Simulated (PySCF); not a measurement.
# Solver options tried on Be²⁺

The same problem is solved with other solver options, one edit a run.

Computed with PySCF 2.14.0. Level: each script names its method and basis.

## Step 1: The atom

Be²⁺: 1 atom, charge 2, spin multiplicity 1.

## Step 2: Base script

input.py

```python
from pyscf import gto, scf, mp

mol = gto.M(
    atom='Be 0 0 0',
    basis='jorge-dzp-dkh',
    charge=2,
    spin=0,
    symmetry=True,
    verbose=3,
)
mf = scf.RHF(mol)
mf = mf.sfx2c1e()
mf = mf.density_fit(auxbasis='def2-universal-jkfit')
mf.kernel()
mp.MP2(mf).kernel()
mf.dip_moment()
print('orbital energies (hartree):', mf.mo_energy[..., max(0, mol.nelec[1]-3):mol.nelec[0]+3].round(4))
```

Run with:

```sh
> python input.py
```

The log of this run is left out.

Base result: E(SCF) = -13.612933 Eh, E(MP2) − E(SCF) = -0.01224 Eh.

## Step 3: Level shift -0.2 hartree

Edit 1 changes level shift: none → -0.2 hartree.

input.py

```python
from pyscf import gto, scf, mp

mol = gto.M(
    atom='Be 0 0 0',
    basis='jorge-dzp-dkh',
    charge=2,
    spin=0,
    symmetry=True,
    verbose=3,
)
mf = scf.RHF(mol)
mf = mf.sfx2c1e()
mf = mf.density_fit(auxbasis='def2-universal-jkfit')
mf.level_shift = -0.2
mf.kernel()
mp.MP2(mf).kernel()
mf.dip_moment()
print('orbital energies (hartree):', mf.mo_energy[..., max(0, mol.nelec[1]-3):mol.nelec[0]+3].round(4))
```

Run with:

```sh
> python input.py
```

## Step 4: Second-order solver on

Edit 2 changes second-order solver: off → on.

input.py, as its differences from that of step 2:

```diff
@@ -13,2 +13,3 @@
 mf = mf.density_fit(auxbasis='def2-universal-jkfit')
+mf = mf.newton()
 mf.kernel()
```

## Step 5: Point-group symmetry off

Edit 3 changes point-group symmetry: on → off.

input.py, as its differences from that of step 2:

```diff
@@ -7,3 +7,2 @@
     spin=0,
-    symmetry=True,
     verbose=3,
```

## Step 6: DIIS space 2

Edit 4 changes DIIS space: default → 2.

input.py, as its differences from that of step 2:

```diff
@@ -13,2 +13,3 @@
 mf = mf.density_fit(auxbasis='def2-universal-jkfit')
+mf.diis_space = 2
 mf.kernel()
```

What does the calculation give? Wanted: for each run, E(SCF); from base; gap; after the SCF.

As calculated:

| run | E(SCF) (hartree) | from base (eV) | gap (eV) | after the SCF |
| --- | --- | --- | --- | --- |
| base | -13.612933 | 0 | 136.12 | MP2 correlation -0.333 eV |
| level shift -0.2 hartree | -13.612933 | 0.0000 | 136.12 | MP2 correlation -0.333 eV |
| second-order solver on | -13.612933 | 0.0000 | 136.12 | MP2 correlation -0.333 eV |
| point-group symmetry off | -13.612933 | 0.0000 | 136.12 | MP2 correlation -0.333 eV |
| DIIS space 2 | -13.612933 | 0.0000 | 136.12 | MP2 correlation -0.333 eV |

In words: The SCF energy stays the same, to the digits that matter, with level shift -0.2 hartree or second-order solver on or point-group symmetry off or DIIS space 2.
